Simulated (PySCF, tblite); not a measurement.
# C7H17P: infrared bands and NMR shifts

Wanted: the infrared bands and NMR shifts of C7H17P (`C=[P@@](C)(CC)C(C)C`), by calculation.

Programs: tblite 0.8.0 and PySCF 2.14.0, with density-fitted response routines of our own. Each step states its level of theory. These are calculated values for one molecule in the gas phase, unless marked as measured. Atoms are numbered from 0 throughout.

**1. Starting geometry**

25 atoms, charge 0, multiplicity 1; geometry from: GFN2-xTB.

Bonds of the start (Å): C0–P1 1.70, P1–C2 1.83, P1–C3 1.84, C3–C4 1.52, P1–C5 1.91, C5–C6 1.52, C5–C7 1.52, C0–H8 1.09, C0–H9 1.09, C2–H10 1.09, C2–H11 1.09, C2–H12 1.09, C3–H13 1.09, C3–H14 1.09, C4–H15 1.09, C4–H16 1.09, C4–H17 1.09, C5–H18 1.09, C6–H19 1.09, C6–H20 1.09, C6–H21 1.09, C7–H22 1.09, C7–H23 1.09, C7–H24 1.09.

**2. Infrared spectrum with GFN2-xTB**

What the job is given:

```
{"job": {"kind": "ir", "xc": "GFN2-xTB", "basis": "xTB"}, "charge": 0, "multiplicity": 1}
C     -0.342255     2.403057    -0.102058
P      0.137455     0.774910    -0.214208
C      0.909341     0.536140    -1.851806
C      1.505561     0.541357     0.992148
C      2.223179    -0.800398     0.963528
C     -0.892739    -0.827842    -0.039658
C     -1.990914    -0.767044    -1.092268
C     -1.484595    -0.852230     1.362049
H     -1.079974     2.644683    -0.866802
H     -0.719377     2.640068     0.891819
H      0.237250     0.933103    -2.610186
H      1.123873    -0.510438    -2.060328
H      1.826733     1.123177    -1.865699
H      1.097856     0.743144     1.986326
H      2.196450     1.357937     0.759446
H      2.592928    -1.021036    -0.035489
H      3.074603    -0.778642     1.642338
H      1.567338    -1.609839     1.275208
H     -0.271665    -1.712379    -0.204437
H     -2.700754    -1.583013    -0.960667
H     -2.531292     0.176911    -1.004898
H     -1.577711    -0.831192    -2.097377
H     -2.003928     0.087309     1.557058
H     -0.709975    -0.975208     2.116666
H     -2.198323    -1.668389     1.468431
```

**Question.** This job is followed by: GIAO PBE0/pcSseg-1 NMR shielding, non-relativistic, gas phase. Predict these results of the whole session: strongest single infrared mode (GFN2-xTB); zero-point energy (GFN2-xTB); ¹³C shifts against TMS (PBE0/pcSseg-1); ¹H shifts against TMS (PBE0/pcSseg-1, means over atoms taken as alike); ³¹P shifts against H3PO4 (PBE0/pcSseg-1).

The runs gave:

```
                                                              quantity                                                value
                             strongest single infrared mode (GFN2-xTB)                                1030 cm⁻¹, 142 km/mol
                                          zero-point energy (GFN2-xTB)                                       137.2 kcal/mol
                                ¹³C shifts against TMS (PBE0/pcSseg-1)         32.7, 25.8, 16.6, 16.5, 13.9, 9.6, -10.4 ppm
¹H shifts against TMS (PBE0/pcSseg-1, means over atoms taken as alike)  1.92, 1.70, 1.59, 1.22, 1.02, 0.99, 0.88, -0.42 ppm
                              ³¹P shifts against H3PO4 (PBE0/pcSseg-1)                                              5.4 ppm
```

In words: All 69 modes are real, so the xTB geometry is a minimum. The strongest single mode, at 1030 cm⁻¹, is spread over several atoms, P1, C0, H18 among them. GFN2-xTB is a fitted tight-binding method: band positions and strengths are rough. Its intensities can rank the bands wrongly. At PBE0/pcSseg-1: Shielding is most anisotropic at P1 (span 226 ppm, paramagnetic term -655 ppm).
